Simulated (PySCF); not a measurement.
# C3H4Se (SMILES [SeH]C1C=C1) at BLYP/aug-cc-pVDZ

What is the vertical singlet–triplet gap of C3H4Se at BLYP/aug-cc-pVDZ? Input form: a Python script.

The results are computed with PySCF 2.14.0.

9 further runs of the same task are left out: 6 that didn't finish, 3 set aside as unsound or not needed.

## Step 1: The molecule

C3H4Se: 8 atoms, total charge 0, spin state singlet. SMILES: `[SeH]C1C=C1`. Geometry: a GFN2-xTB relaxation, a rough one for these elements and not checked as a minimum. This is one conformer, not always the lowest.

Bond lengths: Se1–C2 1.981 Å, C2–C3 1.489 Å, C2–C4 1.487 Å, C3–C4 1.301 Å, Se1–H5 1.446 Å, C2–H6 1.086 Å, C3–H7 1.062 Å, C4–H8 1.062 Å. Some angles: Se1–C2–C3 120.8°, Se1–C2–C4 120.2°, C3–C2–C4 51.9°, C2–C3–C4 64.0°, C2–C4–C3 64.1°, Se1–C2–H6 110.0°, C3–C2–H6 122.0°, C4–C2–H6 121.2°, C2–Se1–H5 94.3°, C2–C3–H7 145.0°.

## Step 2: A single-point energy at BLYP/aug-cc-pVDZ

The input, run.py:

```python
from pyscf import gto, dft

mol = gto.M(
    atom='''
Se    -1.458130     0.740720    -1.195780
C     -0.269950     0.258720     0.314490
C      1.043090    -0.399540     0.070720
C      0.103310    -1.161820     0.549430
H     -0.776380     1.984830    -1.476310
H     -0.425650     0.943050     1.142910
H      2.032150    -0.259440    -0.288400
H     -0.248440    -2.106530     0.882950
''',
    basis='aug-cc-pvdz',
    max_memory=40,
    verbose=3,
    spin=0,
)

mf = dft.RKS(mol)
mf.xc = 'blyp'
mf.grids.level = 4
mf.conv_tol = 1e-08
mf.max_cycle = 60
mf.direct_scf_tol = 1e-08
mf.kernel()

etot = mf.e_tot
print(f'total energy: {etot:.8f} hartree')
```

Run with:

```sh
$ OMP_NUM_THREADS=1 python run.py
```

Standard output:

```text
converged SCF energy = -2518.13366027451
total energy: -2518.13366027 hartree
```

Run time: 40 s. Hardware: 1 thread of Intel Xeon Platinum 8488C (Sapphire Rapids), shared host; peak memory 0.13 GiB.

## Step 3: The triplet at the same level

The input, run.py:

```python
from pyscf import gto, dft

molecule = gto.Mole()
molecule.atom = '''
Se    -2.755466     1.399758    -2.259697
C     -0.510132     0.488910     0.594300
C      1.971154    -0.755021     0.133641
C      0.195228    -2.195522     1.038272
H     -1.467146     3.750785    -2.789822
H     -0.804362     1.782106     2.159787
H      3.840207    -0.490271    -0.544997
H     -0.469484    -3.980765     1.668534
'''
molecule.basis = 'aug-cc-pvdz'
molecule.spin = 2
molecule.verbose = 4
molecule.max_memory = 40
molecule.unit = 'bohr'
molecule.build()

myscf = dft.UKS(molecule, xc='blyp')
myscf.conv_tol = 1e-08
myscf.grids.level = 4
myscf.direct_scf_tol = 1e-08
myscf.max_cycle = 60
myscf.kernel()

e_final = myscf.e_tot
print('E = %.10f Eh' % e_final)
```

Run with:

```sh
$ OMP_NUM_THREADS=1 python run.py
```

Standard output:

```text
PySCF version 2.14.0

[INPUT] num. atoms = 8
[INPUT] num. electrons = 56
[INPUT] charge = 0
[INPUT] spin (= nelec alpha-beta = 2S) = 2
[INPUT] symmetry False subgroup None
[INPUT] Mole.unit = bohr
[INPUT] Symbol           X                Y                Z      unit          X                Y                Z       unit  Magmom
[INPUT]  1 Se    -1.458129812665   0.740720034403  -1.195780155984 AA   -2.755466000000   1.399758000000  -2.259697000000 Bohr   0.0
[INPUT]  2 C     -0.269950228961   0.258720030191   0.314490016450 AA   -0.510132000000   0.488910000000   0.594300000000 Bohr   0.0
[INPUT]  3 C      1.043089776014  -0.399539906966   0.070719771645 AA    1.971154000000  -0.755021000000   0.133641000000 Bohr   0.0
[INPUT]  4 C      0.103310208533  -1.161820208474   0.549429881136 AA    0.195228000000  -2.195522000000   1.038272000000 Bohr   0.0
[INPUT]  5 H     -0.776380228292   1.984829945061  -1.476310224923 AA   -1.467146000000   3.750785000000  -2.789822000000 Bohr   0.0
[INPUT]  6 H     -0.425650039730   0.943049882644   1.142910060841 AA   -0.804362000000   1.782106000000   2.159787000000 Bohr   0.0
[INPUT]  7 H      2.032150029615  -0.259440240375  -0.288399992420 AA    3.840207000000  -0.490271000000  -0.544997000000 Bohr   0.0
[INPUT]  8 H     -0.248440233692  -2.106530120028   0.882950168445 AA   -0.469484000000  -3.980765000000   1.668534000000 Bohr   0.0

nuclear repulsion = 216.341167308711
number of shells = 53
number of NR pGTOs = 235
number of NR cGTOs = 141
basis = aug-cc-pvdz
ecp = {}

******** <class 'pyscf.dft.uks.UKS'> ********
method = UKS
initial guess = minao
damping factor = 0
level_shift factor = 0
DIIS = <class 'pyscf.scf.diis.CDIIS'>
diis_start_cycle = 1
diis_space = 8
diis_damp = 0
SCF conv_tol = 1e-08
SCF conv_tol_grad = None
SCF max_cycles = 60
direct_scf = True
direct_scf_tol = 1e-08
number electrons alpha = 29  beta = 27
[... 21 lines left out ...]
[... the frontier-level lines of each cycle are left out ...]
[... 5 lines left out ...]
[... 5 lines left out ...]
[... 5 lines left out ...]
[... 5 lines left out ...]
[... 5 lines left out ...]
[... 5 lines left out ...]
[... 5 lines left out ...]
[... 5 lines left out ...]
[... 5 lines left out ...]

cycle= 10 E= -2517.98752158909  delta_E= -0.00181  |g|= 0.029  |ddm|= 0.171


cycle= 11 E= -2517.98833019306  delta_E= -0.000809  |g|= 0.00428  |ddm|= 0.118


cycle= 12 E= -2517.98829637567  delta_E= 3.38e-05  |g|= 0.00825  |ddm|= 0.0317


cycle= 13 E= -2517.9883530766  delta_E= -5.67e-05  |g|= 0.00134  |ddm|= 0.0355


cycle= 14 E= -2517.98835423037  delta_E= -1.15e-06  |g|= 0.000974  |ddm|= 0.014


cycle= 15 E= -2517.98835509867  delta_E= -8.68e-07  |g|= 0.000189  |ddm|= 0.00452


cycle= 16 E= -2517.98835512045  delta_E= -2.18e-08  |g|= 5.3e-05  |ddm|= 0.000945


cycle= 17 E= -2517.98835511764  delta_E= 2.81e-09  |g|= 2.62e-05  |ddm|= 0.00119


Extra cycle  E= -2517.98835507212  delta_E= 4.55e-08  |g|= 8.08e-05  |ddm|= 0.00132
converged SCF energy = -2517.98835507212  <S^2> = 2.0064751  2S+1 = 3.0043136
E = -2517.9883550721 Eh
```

It took 87 s on 1 thread of Intel Xeon Platinum 8488C (Sapphire Rapids), shared host; peak memory 0.13 GiB.

## Step 4: What came out

At BLYP/aug-cc-pVDZ:

```
                                        quantity           value
                           singlet: total energy  -2518.13366 Eh
                          singlet: dipole moment          2.16 D
                            singlet: HOMO energy        -5.06 eV
                            singlet: LUMO energy        -1.54 eV
                          singlet: HOMO–LUMO gap         3.52 eV
                           triplet: total energy  -2517.98836 Eh
                          triplet: dipole moment          0.83 D
     triplet: HOMO energy (highest over α and β)        -2.00 eV
                                   triplet: ⟨S²⟩           2.006
vertical energy of the triplet above the singlet        3.954 eV
```

**Reading.** At this shape the triplet lies 3.95 eV (381 kJ/mol) above the singlet. Mulliken charges (singlet) run from -0.78 on H6 to +0.77 on C4; in a basis this large or diffuse they mean little.
